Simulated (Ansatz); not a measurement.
**SnH4Se4: small, medium and large basis sets**

How large a basis does SnH4Se4 need? Two functionals are run in growing sets.

Program: Ansatz 0.2.0, Gaussian basis. Level of theory: one geometry, several basis sets. These are calculated values, not measurements.

Plan: PBE0-D4/def2-SVP; ωB97M-V/def2-SVP; PBE0-D4/def2-QZVPP; ωB97M-V/def2-QZVPP; the functionals' def2-TZVPP values are taken from earlier runs.

**1. The geometry**

All runs share one geometry, relaxed beforehand with PBE0-D4 in a triple-zeta def2 set. Sn takes the def2 core potential; no spin-orbit term is included.

SMILES `[SeH][Sn]([SeH])([SeH])[SeH]`, 9 atoms, charge 0, spin multiplicity 1.

Atoms are counted from 1 here; the program's logs count them from 0.

Bond lengths: Se1–Sn2 2.524 Å, Se1–H6 1.469 Å, Sn2–Se3 2.524 Å, Sn2–Se4 2.530 Å, Sn2–Se5 2.530 Å, Se3–H7 1.469 Å, Se4–H8 1.470 Å, Se5–H9 1.470 Å. Angles: Sn2–Se1–H6 90.8°, Se1–Sn2–Se3 104.4°, Se1–Sn2–Se4 109.3°, Se1–Sn2–Se5 113.0°, Se3–Sn2–Se4 113.0°, Se3–Sn2–Se5 109.3°, Se4–Sn2–Se5 107.9°, Sn2–Se3–H7 90.8°, Sn2–Se4–H8 90.6°, Sn2–Se5–H9 90.6°.

**2. PBE0-D4 in def2-SVP**

in.yaml

```yaml
crystal:
  periodic: [false, false, false]
  atoms:
    - {symbol: Se, position_ang: [-0.526153, 1.463517, -2.309300]}
    - {symbol: Sn, position_ang: [0.227623, 0.111729, -0.315315]}
    - {symbol: Se, position_ang: [2.674891, -0.331430, -0.746487]}
    - {symbol: Se, position_ang: [-1.149915, -2.005359, -0.170359]}
    - {symbol: Se, position_ang: [-0.025070, 1.354821, 1.873642]}
    - {symbol: H, position_ang: [-1.513722, 2.171334, -1.482796]}
    - {symbol: H, position_ang: [2.591962, -1.610767, -0.028266]}
    - {symbol: H, position_ang: [-0.741520, -2.195179, 1.229300]}
    - {symbol: H, position_ang: [-1.449497, 0.995136, 1.932681]}
basis:
  gaussian: {orbitals: def2-SVP}
hamiltonian: {xc: pbe0, dispersion: d4}
output: {orbitals: {seedname: orbitals}}
```

Command:

```bash
> ansatz run in.yaml --threads 2 --pin off --events-out ev --progress --plain --max-ram 32768MiB --backend cpu
```

Further steps of the session: ωB97M-V in def2-SVP; PBE0-D4 in def2-QZVPP; ωB97M-V in def2-QZVPP.

Before running them: what should the planned runs give, taken together? Wanted: PBE0-D4: double and triple zeta above quadruple; ωB97M-V: double and triple zeta above quadruple.

As calculated:

```
                                       quantity           value
PBE0-D4: double and triple zeta above quadruple  37.93, 5.56 eV
ωB97M-V: double and triple zeta above quadruple  37.64, 5.38 eV
```

PBE0-D4 gains 32.38 eV from double to triple zeta, then 5.56 eV more. These are total energies; as a rule much of such shifts cancels in differences, which this series doesn't test.
